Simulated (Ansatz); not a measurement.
# C₂H₇FOSi: how energies converge with the basis set

One table from this session's results is given with a row withheld; the runs are named, their logs left out.

Computed with Ansatz 0.2.0, Gaussian basis. Level: one geometry, several basis sets.

Levels to be run: PBE0-D4/def2-SVP; ωB97M-V/def2-SVP; PBE0-D4/def2-QZVPP; ωB97M-V/def2-QZVPP; the functionals' def2-TZVPP values are taken from earlier runs.

## Structure used throughout

All runs share one geometry, relaxed beforehand with PBE0-D4 in a triple-zeta def2 set.

SMILES `CO[SiH](C)F`, 12 atoms, charge 0, spin multiplicity 1.

Atoms are counted from 1 here; the program's logs count them from 0.

Bond lengths: C1–O2 1.410 Å, C1–H6 1.091 Å, C1–H7 1.096 Å, C1–H8 1.094 Å, O2–Si3 1.628 Å, Si3–C4 1.843 Å, Si3–F5 1.602 Å, Si3–H9 1.486 Å, C4–H10 1.092 Å, C4–H11 1.092 Å, C4–H12 1.092 Å. Angles: O2–C1–H6 108.3°, O2–C1–H7 111.6°, O2–C1–H8 110.9°, H6–C1–H7 108.5°, H6–C1–H8 108.7°, H7–C1–H8 108.7°, C1–O2–Si3 124.7°, O2–Si3–C4 108.2°, O2–Si3–F5 109.7°, O2–Si3–H9 109.8°, C4–Si3–F5 109.4°, C4–Si3–H9 114.5°, F5–Si3–H9 105.2°, Si3–C4–H10 110.5°, Si3–C4–H11 110.5°, Si3–C4–H12 110.7°, H10–C4–H11 108.3°, H10–C4–H12 108.4° and more.

The first run:

Input file in.yaml:

```yaml
crystal:
  periodic: [false, false, false]
  atoms:
    - {symbol: C, position_ang: [0.569125, 2.004372, -0.452853]}
    - {symbol: O, position_ang: [-0.097302, 0.916735, 0.149116]}
    - {symbol: Si, position_ang: [0.137767, -0.645966, -0.243578]}
    - {symbol: C, position_ang: [-0.844631, -1.685111, 0.918525]}
    - {symbol: F, position_ang: [-0.362548, -0.908063, -1.743172]}
    - {symbol: H, position_ang: [0.458484, 2.875774, 0.194545]}
    - {symbol: H, position_ang: [1.638450, 1.801094, -0.582908]}
    - {symbol: H, position_ang: [0.135101, 2.235465, -1.430134]}
    - {symbol: H, position_ang: [1.592448, -0.947766, -0.259026]}
    - {symbol: H, position_ang: [-1.902223, -1.415156, 0.872228]}
    - {symbol: H, position_ang: [-0.499424, -1.543006, 1.945110]}
    - {symbol: H, position_ang: [-0.748247, -2.743572, 0.666149]}
basis:
  gaussian: {orbitals: def2-SVP}
hamiltonian: {xc: pbe0, dispersion: d4}
output: {orbitals: {seedname: orbitals}}
```

The run is started by

```bash
> ansatz run in.yaml --threads 4 --pin off --events-out ev --progress --plain --max-ram 10444MiB
```

Among the steps run: PBE0-D4 in def2-SVP; ωB97M-V in def2-SVP; PBE0-D4 in def2-QZVPP; ωB97M-V in def2-QZVPP.

One table of the session follows, with a row left open; its other results are not shown here.

It belongs to the step «Density functionals: the series». 

| functional | basis | HOMO (eV) | LUMO (eV) |
| --- | --- | --- | --- |
| PBE0-D4 | def2-SVP | ? | ? |
| PBE0-D4 | def2-TZVPP | -8.52 | 1.20 |
| PBE0-D4 | def2-QZVPP | -8.55 | 0.81 |
| ωB97M-V | def2-SVP | -10.76 | 3.63 |
| ωB97M-V | def2-TZVPP | -10.90 | 2.66 |
| ωB97M-V | def2-QZVPP | -10.93 | 1.89 |

**Question.** Estimate the row for PBE0-D4, def2-SVP.

The run gave: HOMO (eV): -8.40; LUMO (eV): 1.89. In the column «HOMO (eV)» it is the highest.
